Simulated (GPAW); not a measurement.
NiMoIrPdW:

```
CELL_PARAMETERS angstrom
4.14670 0.00000 0.00000
-2.07335 3.59115 0.00000
0.00000 0.00000 5.41629
ATOMIC_POSITIONS crystal
Ni 0.00000 0.00000 0.02221
Mo 0.66667 0.33333 0.45996
Pd 0.33333 0.66667 0.74601
Ir 0.33333 0.66667 0.25641
W 0.66667 0.33333 0.99985
```

The cell was built by a generator and needn't be a form met in nature.

Base run:

- Program: GPAW 26.7.0
- Functional: PBE
- Potentials or basis: GPAW PAW data sets (gpaw-data 1.2.1)
- Cutoff: 600 eV
- Basis: pw
- k mesh: 5 × 5 × 4
- Occupations: fermi-dirac, width 0.05 eV
- Spin: collinear spin, ferromagnetic start
- Starting moments: [1.0, 1.0, 0.0, 0.6, 0.0] μB

Its results: band gap on the k mesh none (metal or under the smearing width); pressure 0.3 GPa; net moment 0.00 μB per cell; largest force 0.112 eV/Å.

Q: The run is repeated on the same cell with these changes: k mesh from 5 × 5 × 4 to 4 × 4 × 3; dispersion from none to D3(BJ). What comes out?

A: Band gap on the k mesh none (metal or under the smearing width); pressure -5.7 GPa; net moment 0.00 μB per cell; largest force 0.329 eV/Å.

Several settings changed at once, so the effect can't be laid on one alone.

Caveats: some runs use coarse meshes; the stock nickel data set gives pressures a few GPa off other programs; with rounded positions the older calculator's symmetry can spoil forces and stress (some runs); pairwise dispersion overbinds metals, which lowers pressure and volume (some runs).
